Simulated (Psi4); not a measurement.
**MoNH2S2F (SMILES [NH2][Mo]([F])(=[S])=[S]) at HF/def2-TZVP (density fitting, core potential, sweep point 2)**

Aim: a single-point energy of MoNH2S2F. 

Program for the calculation: Psi4 1.11.

4 further runs of the same task are left out: 4 set aside as unsound or not needed.

**1. Starting point**

MoNH2S2F: 7 atoms, total charge 0, spin state singlet. SMILES: `[NH2][Mo]([F])(=[S])=[S]`. The shape is that of a PBE0-D4/def2-TZVP optimisation. This is one conformer, not always the lowest.

Bond lengths: N1–Mo2 1.898 Å, Mo2–F3 1.846 Å, Mo2–S4 2.096 Å, Mo2–S5 2.096 Å, N1–H6 1.010 Å, N1–H7 1.010 Å. Angles: N1–Mo2–F3 110.4°, N1–Mo2–S4 107.5°, N1–Mo2–S5 107.5°, F3–Mo2–S4 110.4°, F3–Mo2–S5 110.4°, S4–Mo2–S5 110.5°, Mo2–N1–H6 123.4°, Mo2–N1–H7 123.4°, H6–N1–H7 112.2°.

**2. A single-point energy at HF/def2-TZVP (density fitting, core potential, sweep point 2)**

File run.py:

```python
import psi4

psi4.set_memory('1600 MB')
psi4.set_num_threads(1)
psi4.core.set_output_file('psi4.out', False)

molecule = psi4.geometry("""
0 1
N     -0.649500     0.875200     0.467300
Mo     0.423000    -0.550300    -0.181500
F      1.261600    -1.414200     1.217400
S     -0.839000    -1.874600    -1.205500
S      1.842200     0.271200    -1.487600
H     -1.640700     0.790400     0.640800
H     -0.336100     1.834400     0.503500
symmetry c1
""")

psi4.set_options({
    'basis': 'def2-TZVP',
    'scf_type': 'df',
    'guess': 'core',
})

e = psi4.energy('scf')
print(f'total energy {e:.8f} hartree = {e * 27.211386:.5f} eV')
for k, v in sorted(psi4.core.scalar_variables().items()):
    print(f'{k:45s} {v:18.10f}')
```

Started as:

```bash
$ python run.py
```

psi4.out:

```text
[...]
    !!!  WARNING: ECP capability is in beta. Please check occupations closely.  !!!
[...]
  Running in c1 symmetry.
[...]
  Nuclear repulsion =  335.625903239100523
[...]
  Multiplicity = 1
[...]
  Nalpha       = 32
  Nbeta        = 32
[...]
    Number of basis functions: 188
[...]
   @DF-RHF iter   1:  -892.31218347490721   -8.92312e+02   1.30843e-01 ADIIS
[...]
   @DF-RHF iter  16: -1017.81857956691499   -2.13513e-07   6.16767e-07 DIIS
[...]
    Orbital Energies [Eh]
    ---------------------
    Doubly Occupied:
       1A    -91.966344     2A    -91.966329     3A    -26.286783
       4A    -15.603585     5A     -8.972718     6A     -8.972703
       7A     -6.652763     8A     -6.652749     9A     -6.652193
      10A     -6.652179    11A     -6.651881    12A     -6.651866
      13A     -3.216871    14A     -2.056713    15A     -2.051667
      16A     -2.050356    17A     -1.546988    18A     -1.164741
      19A     -0.924118    20A     -0.908590    21A     -0.713745
      22A     -0.683343    23A     -0.660948    24A     -0.659685
      25A     -0.622848    26A     -0.491675    27A     -0.488838
      28A     -0.484689    29A     -0.429313    30A     -0.428079
      31A     -0.390131    32A     -0.364386
[...]
  @DF-RHF Final Energy: -1017.81857956691499
   => Energetics <=
    Nuclear Repulsion Energy =            335.6259032391005235
    One-Electron Energy =               -2098.8491053178222501
    Two-Electron Energy =                 745.4046225118066786
    Total Energy =                      -1017.8185795669149911
[...]
 Multipole Moments:
 ------------------------------------------------------------------------------------
     Multipole            Electronic (a.u.)      Nuclear  (a.u.)        Total (a.u.)
 ------------------------------------------------------------------------------------
 L = 1.  Multiply by 2.5417464519 to convert [e a0] to [Debye]
 Dipole X            :          1.5777615           -2.4071820           -0.8294204
 Dipole Y            :         -0.3157586            1.3905149            1.0747563
 Dipole Z            :         12.5958114          -12.3042162            0.2915953
 Magnitude           :                                                    1.3885486
[...]
```

The script printed:

```text
total energy -1017.81857957 hartree = -27696.25425 eV
CURRENT ENERGY                                  -1017.8185795669
CURRENT REFERENCE ENERGY                        -1017.8185795669
DD SOLVATION ENERGY                                 0.0000000000
HF KINETIC ENERGY                                 972.8887433748
HF POTENTIAL ENERGY                             -1990.7073229418
HF TOTAL ENERGY                                 -1017.8185795669
HF VIRIAL RATIO                                     2.0461818851
NUCLEAR REPULSION ENERGY                          335.6259032391
ONE-ELECTRON ENERGY                             -2098.8491053178
PCM POLARIZATION ENERGY                             0.0000000000
PE ENERGY                                           0.0000000000
SCF ITERATION ENERGY                            -1017.8185795669
SCF ITERATIONS                                     16.0000000000
SCF TOTAL ENERGY                                -1017.8185795669
TWO-ELECTRON ENERGY                               745.4046225118
```

It took 5.1 s on 1 thread of Intel Xeon Platinum 8488C (Sapphire Rapids), shared host; peak memory 0.44 GiB.

**3. Summary of results**

At HF/def2-TZVP (density fitting, core potential, sweep point 2):

| quantity | value |
| --- | --- |
| total energy | -1017.81858 Eh |
| dipole moment | 3.53 D |
| HOMO energy | -9.92 eV |
| LUMO energy | -0.28 eV |
| HOMO–LUMO gap | 9.64 eV |
